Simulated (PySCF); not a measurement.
# SbI (triplet): changing the method

Starting from one script, swap the method and compare what comes out for SbI (triplet).

Computed with PySCF 2.14.0. Level: each script names its method and basis.

7 further runs of the same task are left out: 1 for a known fault of the program, 6 that didn't finish.

## 1. Starting geometry

SbI (triplet): 2 atoms, charge 0, spin multiplicity 3.

Bond lengths: Sb1–I2 2.675 Å.

## 2. The base run

input.py reads:

```python
from pyscf import gto, dft

mol = gto.M(
    atom='Sb 0 0 0; I 0 0 2.675',
    basis='lanl2dz',
    ecp={'Sb': 'lanl2dz', 'I': 'lanl2dz'},
    charge=0,
    spin=2,
    symmetry=True,
    verbose=3,
)
mf = dft.UKS(mol, xc='revpbe')
mf.kernel()
mf.dip_moment()
print('orbital energies (hartree):', [e[max(0, n-3):n+3].round(4) for e, n in zip(mf.mo_energy, mol.nelec)])
```

The run is started by

```bash
> OMP_NUM_THREADS=1 python input.py
```

The log of this run is left out.

It gives: E(SCF) = -16.832415 Eh, ⟨S²⟩ = 2.002, μ = 1.55 D.

The bond length is a typed value, not an optimised one. The triplet is typed in the script; nothing here shows that it is the ground state.

## 3. Gradient

Edit 1 changes step after the SCF: none → gradient.

input.py reads:

```python
from pyscf import gto, dft

mol = gto.M(
    atom='Sb 0 0 0; I 0 0 2.675',
    basis='lanl2dz',
    ecp={'Sb': 'lanl2dz', 'I': 'lanl2dz'},
    charge=0,
    spin=2,
    symmetry=True,
    verbose=3,
)
mf = dft.UKS(mol, xc='revpbe')
mf.kernel()
g = mf.nuc_grad_method()
g.grid_response = True
g.kernel()
mf.dip_moment()
print('orbital energies (hartree):', [e[max(0, n-3):n+3].round(4) for e, n in zip(mf.mo_energy, mol.nelec)])
```

The run is started by

```bash
> OMP_NUM_THREADS=1 python input.py
```

## 4. Pbe0

Edit 2 changes functional: revpbe → pbe0.

Edit input.py of step 2 so:

```diff
@@ -11,3 +11,3 @@
 )
-mf = dft.UKS(mol, xc='revpbe')
+mf = dft.UKS(mol, xc='pbe0')
 mf.kernel()
```

## 5. Wb97

Edit 3 changes functional: revpbe → wb97.

Edit input.py of step 2 so:

```diff
@@ -11,3 +11,3 @@
 )
-mf = dft.UKS(mol, xc='revpbe')
+mf = dft.UKS(mol, xc='wb97')
 mf.kernel()
```

Before running it: what results should come out? Wanted: for each run, E(SCF); from base; SCF dipole.

As calculated:

| run | E(SCF) (hartree) | from base (eV) | SCF dipole (D) |
| --- | --- | --- | --- |
| base | -16.832415 | 0 | 1.55 |
| gradient | -16.832415 | 0.0000 | 1.55 |
| pbe0 | -16.797960 | not comparable | 1.98 |
| wb97 | -16.759014 | not comparable | 2.45 |

In words: Total energies of different functionals can't be compared with each other; differences within one functional can.
